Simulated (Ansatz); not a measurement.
# Mg2C3: random displacements

This session takes Mg2C3 and sets out to see what random moves of the atoms cost.

Method: DFT r2SCAN, scalar-relativistic, plane waves, PAW, in Ansatz 0.2.0.

### Step 1. The structure to begin with

The structure is monoclinic, space group C2/m (No. 12). The conventional cell has a = 4.774 Å, b = 4.679 Å, c = 5.011 Å, α = 90.00°, β = 104.31°, γ = 90.00°. Mg (site symmetry m) has 6 C at 2.23 to 2.50 Å as nearest neighbours. C (site symmetry m) is surrounded by 1 C at 1.32 Å. Around C (site symmetry 2/m) lie 2 C at 1.32 Å.

Coordinates:

```
CELL_PARAMETERS angstrom
2.38702 -2.33941 -0.00634
2.38702 2.33941 -0.00634
-1.22536 0.00000 4.85842
ATOMIC_POSITIONS crystal
Mg 0.80824 0.80824 0.19843
Mg 0.19176 0.19176 0.80157
C 0.30417 0.30417 0.26146
C 0.69583 0.69583 0.73854
C 0.50000 0.50000 0.50000
```

It is the result of an earlier relaxation at this level (volume 10.84 Å³/atom; gap on the mesh: 1.87 eV).

### Step 2. The reference cell

Reference values: F = -4607.2573 eV; pressure -0.02 GPa; largest force 0.003 eV/Å; gap on the mesh 1.87 eV. It was computed beforehand with the settings of the runs below.

### Step 3. Next: random displacements

All atoms are moved at random with no net shift, in some cells together with a random strain.

### Step 4. Point rms move = 0.123 Å

Input file input.yaml:

```yaml
crystal:
  lattice:
    - [2.3685309217, -2.3090508958, -0.0089532303]
    - [2.4048145475, 2.3461490808, -0.0370274524]
    - [-1.2587351276, -0.0386543292, 4.981552262]
  atoms:
    - { symbol: Mg, position: [0.8190464421, 0.8065960084, 0.1739494092] }
    - { symbol: Mg, position: [0.1553487223, 0.2046016019, 0.8162665757] }
    - { symbol: C, position: [0.2960209527, 0.2807074916, 0.2637249019] }
    - { symbol: C, position: [0.7285267701, 0.6806300615, 0.7328617375] }
    - { symbol: C, position: [0.5010571128, 0.5274648366, 0.5131973756] }
basis:
  ecutwfc: 500
kpoints:
  mp_grid: { grid: [8, 8, 6] }
hamiltonian:
  xc: r2scan
scf:
  occupations: { method: gaussian, width: 0.05 }
output:
  forces: true
  stress: true
  eigenvalues: true
  write_density: true
  write_potential: true
  elf: true
  volumetric_format: npy
```

Command:

```sh
> ansatz run input.yaml --threads 1 --pin off --max-ram 2560MiB --backend cpu --events-out ev --progress --plain --runs-dir out
```

### Step 5. rms move = 0.407 Å

Input file input.yaml:

```yaml
crystal:
  lattice:
    - [2.4016738002, -2.3632611811, -0.0431507715]
    - [2.3071196749, 2.2666865824, -0.0076931034]
    - [-1.2477381693, 0.0615819419, 4.7473116905]
  atoms:
    - { symbol: Mg, position: [0.7488103341, 0.8038024819, 0.2503144679] }
    - { symbol: Mg, position: [0.1643743978, 0.290473507, 0.758535098] }
    - { symbol: C, position: [0.332757768, 0.1776692385, 0.2898500959] }
    - { symbol: C, position: [0.717490596, 0.7235919189, 0.7898496158] }
    - { symbol: C, position: [0.5365669041, 0.5044628537, 0.4114507225] }
basis:
  ecutwfc: 500
kpoints:
  mp_grid: { grid: [8, 8, 6] }
hamiltonian:
  xc: r2scan
scf:
  occupations: { method: gaussian, width: 0.05 }
output:
  forces: true
  stress: true
  eigenvalues: true
```

(Steps that only read results are left out.)

Q: Predict the outcome of this session.

The runs gave:

| quantity | value |
| --- | --- |
| costliest cell | 1466.9 meV/atom at an rms move of 0.407 Å |

In words: The cost runs from 149.7 to 1466.9 meV/atom. Energy over the square of the rms move lies between 8.8 and 9.9 eV/Å² per atom; a harmonic solid under isotropic random moves would keep it roughly constant, while strain and close contacts change it. The gap on the mesh, 1.87 eV at the start, reads zero at rms move = 0.407.
